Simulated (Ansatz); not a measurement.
# CH9FSi3: one species, many methods

The task here is to estimate one member of a computed series from the others.

The runs use Ansatz 0.2.0, Gaussian basis; functionals in def2-TZVPP, the program's frozen cores in correlated methods.

Plan: PBE-D4, r2SCAN-D4, PBE0-D4, B3LYP-D4, ωB97X-V, ωB97M-V, B2PLYP; CCSD(T)/def2-TZVPP; MP2/def2-QZVPP; extrapolation to the limit.

### The geometry

An earlier PBE0-D4 in a triple-zeta def2 set relaxation fixed the geometry.

SMILES `FC([SiH3])([SiH3])[SiH3]`, 14 atoms, charge 0, spin multiplicity 1.

Atoms are counted from 1 here; the program's logs count them from 0.

Bond lengths: F1–C2 1.428 Å, C2–Si3 1.895 Å, C2–Si4 1.895 Å, C2–Si5 1.895 Å, Si3–H6 1.486 Å, Si3–H7 1.485 Å, Si3–H8 1.485 Å, Si4–H9 1.485 Å, Si4–H10 1.486 Å, Si4–H11 1.485 Å, Si5–H12 1.486 Å, Si5–H13 1.485 Å, Si5–H14 1.485 Å. Angles: F1–C2–Si3 107.2°, F1–C2–Si4 107.2°, F1–C2–Si5 107.2°, Si3–C2–Si4 111.6°, Si3–C2–Si5 111.6°, Si4–C2–Si5 111.6°, C2–Si3–H6 108.1°, C2–Si3–H7 109.9°, C2–Si3–H8 109.8°, H6–Si3–H7 109.7°, H6–Si3–H8 109.7°, H7–Si3–H8 109.6°, C2–Si4–H9 109.9°, C2–Si4–H10 108.0°, C2–Si4–H11 109.8°, H9–Si4–H10 109.7°, H9–Si4–H11 109.6°, H10–Si4–H11 109.7° and more.

As a file:

```
F    -0.65260   -1.79351    0.02651
C    -0.16459   -0.45202    0.00822
Si    0.17446    0.04635    1.80472
Si   -1.51369    0.62557   -0.77248
Si    1.42109   -0.44554   -1.02923
H     0.68099    1.44376    1.80739
H     1.19452   -0.85711    2.39525
H    -1.08011   -0.03316    2.59538
H    -2.75464    0.54817    0.03964
H    -1.02198    2.02790   -0.80415
H    -1.79257    0.16124   -2.15525
H     1.94699    0.94441   -1.05776
H     2.42783   -1.34964   -0.41727
H     1.12130   -0.89593   -2.41226
```

The first run:

The input, in.yaml:

```yaml
crystal:
  periodic: [false, false, false]
  atoms:
    - {symbol: F, position_ang: [-0.652598, -1.793507, 0.026505]}
    - {symbol: C, position_ang: [-0.164594, -0.452020, 0.008215]}
    - {symbol: Si, position_ang: [0.174458, 0.046347, 1.804721]}
    - {symbol: Si, position_ang: [-1.513689, 0.625565, -0.772485]}
    - {symbol: Si, position_ang: [1.421092, -0.445536, -1.029234]}
    - {symbol: H, position_ang: [0.680989, 1.443760, 1.807385]}
    - {symbol: H, position_ang: [1.194524, -0.857106, 2.395254]}
    - {symbol: H, position_ang: [-1.080114, -0.033158, 2.595378]}
    - {symbol: H, position_ang: [-2.754636, 0.548167, 0.039642]}
    - {symbol: H, position_ang: [-1.021980, 2.027904, -0.804149]}
    - {symbol: H, position_ang: [-1.792568, 0.161237, -2.155247]}
    - {symbol: H, position_ang: [1.946988, 0.944412, -1.057756]}
    - {symbol: H, position_ang: [2.427827, -1.349636, -0.417272]}
    - {symbol: H, position_ang: [1.121301, -0.895931, -2.412259]}
basis:
  gaussian: {orbitals: def2-TZVPP}
hamiltonian: {xc: pbe, dispersion: d4}
output: {forces: true, orbitals: {seedname: orbitals}}
```

Launch:

```sh
ansatz run in.yaml --threads 2 --pin off --events-out ev --progress --plain --max-ram 22528MiB --backend cuda --devices 0, --max-vram 18GiB
```

Among the steps run: PBE-D4 (GGA); r2SCAN-D4 (meta-GGA); PBE0-D4 (hybrid); B3LYP-D4 (hybrid); ωB97X-V (range-separated); ωB97M-V (range-separated); B2PLYP (double hybrid); CCSD(T) in def2-TZVPP; MP2 in def2-QZVPP.

One of the session's tables, all rows but one given; the rest of the session is left out.

```
            method  atomisation energy (kJ/mol)
            PBE-D4                       4352.3
         r2SCAN-D4                       4368.5
           PBE0-D4                       4321.7
          B3LYP-D4                       4368.3
           ωB97X-V                       4409.9
           ωB97M-V                       4381.8
            B2PLYP                       4302.3
     HF/def2-TZVPP                            ?
    MP2/def2-TZVPP                       4259.9
   CCSD/def2-TZVPP                       4217.8
CCSD(T)/def2-TZVPP                       4264.5
           MP2/CBS                       4372.6
       CCSD(T)/CBS                       4377.3
```

Estimate the missing values for HF/def2-TZVPP.

As computed: atomisation energy (kJ/mol): 3281.0. In the column «atomisation energy (kJ/mol)» it is the lowest.

Caveats from the session: Free atoms (1 F, 1 C, 3 Si, 9 H) were run apart at each level; the atomisation energy is their sum less the molecule, without zero-point or spin-orbit terms.
